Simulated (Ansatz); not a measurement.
Geometry optimisation, DFT PBE, scalar-relativistic, plane waves, PAW (Ansatz 0.2.0).

The input (input.yaml):

```yaml
crystal:
  lattice:
    - [6.021156, 0.0, 0.0]
    - [3.010578, 5.214474, 0.0]
    - [0.0, 0.0, 17.145316]
  atoms:
    - { symbol: Mg, position: [0.0, 0.0, 0.058325] }
    - { symbol: O, position: [0.3333333, 0.8333333, 0.13001] }
    - { symbol: Mg, position: [0.0, 0.5, 0.058325] }
    - { symbol: O, position: [0.3333333, 0.3333333, 0.13001] }
    - { symbol: Mg, position: [0.5, 0.0, 0.058325] }
    - { symbol: O, position: [0.8333333, 0.8333333, 0.13001] }
    - { symbol: Mg, position: [0.5, 0.5, 0.058325] }
    - { symbol: O, position: [0.8333333, 0.3333333, 0.13001] }
    - { symbol: Mg, position: [0.6666667, 0.6666667, 0.2016951] }
    - { symbol: O, position: [0.0, 0.5, 0.2733802] }
    - { symbol: Mg, position: [0.6666667, 0.1666667, 0.2016951] }
    - { symbol: O, position: [0.0, 0.0, 0.2733802] }
    - { symbol: Mg, position: [0.1666667, 0.6666667, 0.2016951] }
    - { symbol: O, position: [0.5, 0.5, 0.2733802] }
    - { symbol: Mg, position: [0.1666667, 0.1666667, 0.2016951] }
    - { symbol: O, position: [0.5, 0.0, 0.2733802] }
    - { symbol: Mg, position: [0.3333333, 0.3333333, 0.3450653] }
    - { symbol: O, position: [0.6666667, 0.1666667, 0.4167503] }
    - { symbol: Mg, position: [0.3333333, 0.8333333, 0.3450653] }
    - { symbol: O, position: [0.6666667, 0.6666667, 0.4167503] }
    - { symbol: Mg, position: [0.8333333, 0.3333333, 0.3450653] }
    - { symbol: O, position: [0.1666667, 0.1666667, 0.4167503] }
    - { symbol: Mg, position: [0.8333333, 0.8333333, 0.3450653] }
    - { symbol: O, position: [0.1666667, 0.6666667, 0.4167503] }
    - { symbol: O, position: [0.6080554, 0.2811596, 0.4879068], spin: 1.0 }
magnetization:
  spin_polarized: true
basis:
  ecutwfc: 420.0
kpoints:
  mp_grid: { grid: [2, 2, 1] }
hamiltonian:
  xc: pbe
scf:
  occupations: { method: gaussian, width: 0.02 }
  lower_state_search: "off"
relax:
  f_tol: 0.03
  max_steps: 60
  adjacent_minimum: "off"
  constraints: [{ sites: [0, 1, 2, 3, 4, 5, 6, 7] }]
```

Command:

```bash
$ ansatz run input.yaml --threads 4 --pin off --max-ram 10240MiB --backend cpu --events-out ev --progress --plain --runs-dir out
```

**Question.** Where does it end, and by what steps?

**Answer.** The forces met the threshold. The force dipped under the threshold on the way, but the program's further checks kept it going. Limits of this set-up: coarse k mesh, thin slab, slab without dipole correction, a typed lattice constant that wasn't relaxed here. After 20 steps the energy has fallen by 1.935 eV; Mg19 moved furthest, 1.52 Å. Parted: Mg9–Mg19 (3.01 → 4.16 Å), O12–Mg19 (2.13 → 3.32 Å), Mg13–Mg19 (3.01 → 4.15 Å), O14–Mg19 (2.13 → 3.32 Å), Mg15–Mg19 (3.01 → 4.15 Å), O16–Mg19 (2.13 → 3.32 Å).

```
step  energy less start (eV)  largest force component (eV/Å)  accepted
   0                  0.0000                           2.830       yes
   1                 -1.0425                           1.949       yes
   2                 -1.5808                           0.639       yes
   3                 -1.6727                           0.625       yes
   4                 -1.7226                           0.230       yes
   5                 -1.7603                           0.194       yes
   6                 -1.7753                           0.293       yes
   7                 -1.7979                           0.057       yes
   8                 -1.7921                           1.513        no
   9                 -1.8075                           0.104       yes
  10                 -1.8189                           0.240       yes
  11                 -1.8345                           0.751       yes
  12                 -1.8617                           0.997       yes
  13                 -1.9148                           0.531       yes
  14                 -1.7522                           1.031        no
  15                 -1.9332                           0.089       yes
  16                 -1.9350                           0.044       yes
  17                 -1.9347                           0.164        no
  18                 -1.9352                           0.021       yes
  19                 -1.9353                           0.005       yes
  20                 -1.9353                           0.005       yes
```

```xyz
25
Lattice="6.0212 0.0000 0.0000 3.0106 5.2145 0.0000 0.0000 0.0000 17.1453" Properties=species:S:1:pos:R:3
Mg 0.000 0.000 1.000
O 4.516 4.345 2.229
Mg 1.505 2.607 1.000
O 3.011 1.738 2.229
Mg 3.011 0.000 1.000
O 7.526 4.345 2.229
Mg 4.516 2.607 1.000
O 6.021 1.738 2.229
Mg 5.976 3.500 3.640
O 1.505 2.608 4.621
Mg 4.517 0.871 3.535
O -0.081 0.046 4.669
Mg 3.056 3.501 3.641
O 4.515 2.515 4.674
Mg 1.504 0.818 3.640
O 3.091 0.046 4.669
Mg 2.940 1.778 5.947
O 4.504 0.883 7.413
Mg 4.514 4.348 7.436
O 6.114 3.425 7.050
Mg 6.090 1.777 5.943
O 1.502 0.979 7.055
Mg 7.526 4.269 5.939
O 2.914 3.428 7.051
O 4.543 0.834 8.660
```

Whether the end is a true minimum wasn't checked by a vibrational analysis.

Run time: 3.6 min on 4 threads of INTEL(R) XEON(R) PLATINUM 8581C CPU @ 2.10GHz (Emerald Rapids), with other jobs on the host, peak memory 2.2 GiB.
